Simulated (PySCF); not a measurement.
# CoCl2: the energy surface near the minimum

Aim: map the energy of quartet CoCl2 about its PBE minimum, with rigid distortions.

Method: PBE, basis Co def2-TZVP, Cl def2-TZVP, no relativity, density fitting; program: PySCF 2.14.0.

### 1 The system as given

3 atoms, charge 0, spin multiplicity 4.

Bond lengths: Co1–Cl2 2.077 Å, Co1–Cl3 2.077 Å. Angles: Cl2–Co1–Cl3 180.0°.

```xyz
3
charge 0 multiplicity 4
Co    0.0000    0.0000    0.0000
Cl    0.0000    0.0000    2.0773
Cl    0.0000    0.0000   -2.0773
```

### 2 Breathing scan

One driver script runs all scans and calls PySCF for each point, on a (75, 302) grid.

Run with:

```bash
$ OMP_NUM_THREADS=2 python axn.py task.json out
```

A rigid scan with PBE: all bonds to the central atom are scaled together. Each point starts from its neighbour's orbitals, and energies count from the minimum.

```
scale of all bonds to the centre  energy (kJ/mol)  ⟨S²⟩
                            0.88            144.3  3.76
                            0.92             55.6  3.76
                            0.96             12.1  3.76
                            1.00              0.0  3.76
                            1.04              9.3  3.76
                            1.08             32.8  3.76
                            1.14             84.2  3.76
                            1.22            166.5  3.76
                            1.35            301.7  3.76
```

The scan took 82 s on 2 threads of Intel Xeon Platinum 8488C (Sapphire Rapids), shared host.

### 3 Stretching one bond

A rigid scan with PBE: the bond from Co to the last atom (Cl) is scaled and the rest held.

```
scale of one bond  energy (kJ/mol)  dipole size (D)  ⟨S²⟩
             0.92             26.5             0.67  3.76
             0.96              5.8             0.34  3.76
             1.00              0.0             0.00  3.76
             1.05              6.8             0.43  3.76
             1.12             32.0             1.01  3.76
             1.20             71.6             1.62  3.76
             1.35            150.7             2.52  3.76
             1.55            235.5             2.99  3.76
             1.80            298.6             3.22  3.76
             2.20            341.2             3.49  3.76
```

The scan took 6.6 min.

### 4 Bending curve

A rigid scan with PBE: the Cl–Co–Cl angle changes, with bonds held.

```csv
bond angle (°),energy (kJ/mol),dipole size (D),⟨S²⟩
80,176.2,4.06,3.76
90,116.1,3.71,3.76
100,79.2,3.32,3.76
110,54.6,2.92,3.76
120,37.3,2.50,3.76
130,24.7,2.08,3.76
140,15.3,1.65,3.76
150,8.5,1.22,3.76
160,3.8,0.79,3.76
170,1.0,0.39,3.76
180,0.0,0.00,3.76
```

The scan took 53 s.

### 5 Bend–stretch map

A rigid scan with PBE: rows scale both bonds, columns set the Cl–Co–Cl angle.

Energy (kJ/mol):

| scale \ angle | 90 | 105 | 120 | 135 | 150 | 165 | 180 |
| --- | --- | --- | --- | --- | --- | --- | --- |
| 0.94 | 171.4 | 105.7 | 70.5 | 50.0 | 37.9 | 31.3 | 29.2 |
| 0.97 | 135.1 | 77.7 | 46.1 | 27.0 | 15.3 | 8.8 | 6.6 |
| 1.00 | 116.1 | 65.8 | 37.3 | 19.6 | 8.5 | 2.2 | 0.0 |
| 1.03 | 110.3 | 66.0 | 40.2 | 23.9 | 13.4 | 7.4 | 5.4 |
| 1.06 | 114.6 | 75.3 | 51.9 | 36.9 | 27.1 | 21.5 | 19.6 |
| 1.10 | 131.9 | 98.0 | 77.3 | 63.8 | 55.0 | 50.0 | 48.3 |

The map took 4.8 min.

Best bond scale on the grid: 1.03 at 90°, 1.00 at 105°, 1.00 at 120°, 1.00 at 135°, 1.00 at 150°, 1.00 at 165°, 1.00 at 180°.

### 6 Outcome

| quantity | value |
| --- | --- |
| all bonds 4 % longer | 9.3 kJ/mol |
| one bond 20 % longer | 71.6 kJ/mol |

What this shows: Shortening all bonds by 4 % costs 12.1 kJ/mol and lengthening them 9.3: the wall is steeper on the short side. Open d and f shells are described by one determinant, and the ground state may have another occupation or spin.
